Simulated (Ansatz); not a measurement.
# TlH5: the cost of one run

Method: DFT PBE, scalar-relativistic, plane waves, PAW, in Ansatz 0.2.0.

### Step 1. The structure to begin with

It takes space group P6/mmm (No. 191, hexagonal). The conventional cell has a = 4.767 Å, b = 4.767 Å, c = 3.879 Å, α = 90.00°, β = 90.00°, γ = 120.00°. Tl (site symmetry 6/mmm) is surrounded by 18 H at 2.75 to 3.07 Å. Around H (site symmetry -6m2) lie 9 H at 2.38 to 2.75 Å and 3 Tl at 2.75 Å. H (site symmetry mmm) is surrounded by 8 H at 2.38 Å and 4 Tl at 3.07 Å.

As a file:

```cif
data_structure
_symmetry_space_group_name_H-M 'P6/mmm'
_symmetry_Int_Tables_number 191
_cell_length_a 4.7674
_cell_length_b 4.7674
_cell_length_c 3.8793
_cell_angle_alpha 90.000
_cell_angle_beta 90.000
_cell_angle_gamma 120.000
_cell_volume 76.36
loop_
_atom_site_label
_atom_site_type_symbol
_atom_site_symmetry_multiplicity
_atom_site_Wyckoff_symbol
_atom_site_fract_x
_atom_site_fract_y
_atom_site_fract_z
_atom_site_occupancy
Tl1 Tl 1 a 0.00000 0.00000 0.00000 1
H1 H 2 c 0.33333 0.66667 0.00000 1
H2 H 3 g 0.50000 0.00000 0.50000 1
```

A structure generator made this guess: species swapped into a database cell of DyNi5 (P6/mmm, No. 191), with Tl on the Dy sites and H on the Ni sites. Its size is a rough estimate.

### Step 2. A first look at the guess

Input file input.yaml:

```yaml
crystal:
  lattice:
    - [4.76744382, 0.0, 0.0]
    - [-2.38372191, 4.12872746, 0.0]
    - [0.0, 0.0, 3.87929277]
  atoms:
    - { symbol: Tl, position: [0.0, 0.0, 0.0] }
    - { symbol: H, position: [0.33333333, 0.66666667, 0.0] }
    - { symbol: H, position: [0.66666667, 0.33333333, 0.0] }
    - { symbol: H, position: [0.5, 0.0, 0.5] }
    - { symbol: H, position: [0.5, 0.5, 0.5] }
    - { symbol: H, position: [0.0, 0.5, 0.5] }
basis:
  ecutwfc: 420
kpoints:
  mp_grid: { grid: [6, 6, 4] }
hamiltonian:
  xc: pbe
scf:
  occupations: { method: gaussian, width: 0.1 }
  lower_state_search: "off"
output:
  forces: true
  stress: true
  eigenvalues: true
```

The run is started by

```
$ ansatz run input.yaml --threads 1 --pin off --max-ram 2048MiB --backend cpu --events-out ev --progress --plain --runs-dir out
```

What time and memory should one allow on 1 thread of Arm Neoverse V1, shared host?

About 1.4 s, with a peak of 0.3 GiB.
